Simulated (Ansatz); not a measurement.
# GeNHO (singlet): the correlation ladder, cc-pVDZ

One table from this session's results is given with a row withheld; the runs are named, their logs left out.

Method: cc-pVDZ, core rule «outside noble gas», up to 16 orbitals frozen; program: Ansatz 0.2.0, Gaussian basis.

The runs, in order: UHF; CCSD(T) on RHF; CCSD(T) on UHF; BCCD(T) on RHF; CISD; CCSDT(Q) on RHF; CCSDT(Q) on UHF.

4 further runs of the same task are left out: 4 set aside as unsound or not needed. Runs told in other sessions of the task aren't counted.

**What is computed**

The geometry is a PBE0/def2-TZVP stationary point (not a proven minimum) of the parent state, kept for this charge and spin. No spin-orbit coupling is included. The filled d shell of Ge may be among the frozen orbitals whatever the setting's name suggests.

4 atoms, charge 0, spin multiplicity 1.

Atoms are counted from 1 here; the program's logs count them from 0.

Bond lengths: Ge1–N2 1.898 Å, N2–O3 1.262 Å, N2–H4 1.028 Å. Angles: Ge1–N2–O3 125.0°, Ge1–N2–H4 121.4°, O3–N2–H4 113.6°.

Set-up of the first run:

Input file in.yaml:

```yaml
crystal:
  periodic: [false, false, false]
  atoms:
    - {symbol: Ge, position_ang: [0.000000, -0.025947, 0.700947]}
    - {symbol: N, position_ang: [0.000000, 0.451213, -1.136597]}
    - {symbol: O, position_ang: [0.000000, -0.367597, -2.096981]}
    - {symbol: H, position_ang: [0.000000, 1.434737, -1.434984]}
basis:
  gaussian: {orbitals: cc-pVDZ}
magnetization: {spin_polarized: true, initial_magnetization: 0}
hamiltonian: {xc: hf}
output: {orbitals: {seedname: orbitals}}
```

On the command line:

```console
> ansatz run in.yaml --threads 1 --pin off --events-out ev --progress --plain --max-ram 4096MiB --backend cpu
```

Among the steps run: UHF; CCSD(T) on RHF; CCSD(T) on UHF; BCCD(T) on RHF; CISD; CCSDT(Q) on RHF; CCSDT(Q) on UHF.

One table of the session follows, with a row left open; its other results are not shown here.

```
   method  from RCCSDT(Q) (meV)
      RHF              +13503.6
      UHF              +11758.5
     RMP2               +1053.2
     UMP2               +1453.7
    RCCSD                +810.8
    UCCSD                +621.2
 RCCSD(T)                +152.0
 UCCSD(T)                +276.9
  BCCD(T)                     ?
   RCCSDT                +116.5
   UCCSDT                +214.7
RCCSDT(Q)                     0
UCCSDT(Q)                +146.6
```

Q: Estimate the row for BCCD(T) from the others.

As computed: from RCCSDT(Q) (meV): +150.2. In the column «from RCCSDT(Q) (meV)» it lies between UCCSDT(Q) (+146.6) and RCCSD(T) (+152.0).

Not comparable, so not listed: CISD (they don't share determinant, frozen orbitals or solution with the rows shown, or repeat one).

Caveats from the session: The report flags that the cluster equations may have other roots. The determinant of CCSD(T) (⟨S²⟩ 1.02) is far from a pure spin state, so its energy mixes those of several spin states; high orders of coupled cluster remove much of that, low ones don't. The determinant of CCSDT(Q) (⟨S²⟩ 1.02) is far from a pure spin state, so its energy mixes those of several spin states; high orders of coupled cluster remove much of that, low ones don't. The program flags RCCSD(T), UCCSD(T), BCCD(T), RCCSDT(Q), UCCSDT(Q) as in doubt, so the zero of the table is itself unsure. Warnings: restricted reference is unstable; spin contamination; large T1 diagnostic. Restricted and unrestricted rows rest on different reference determinants; a gap between their highest levels can come from leftover correlation error, from unlike frozen cores or from another state.
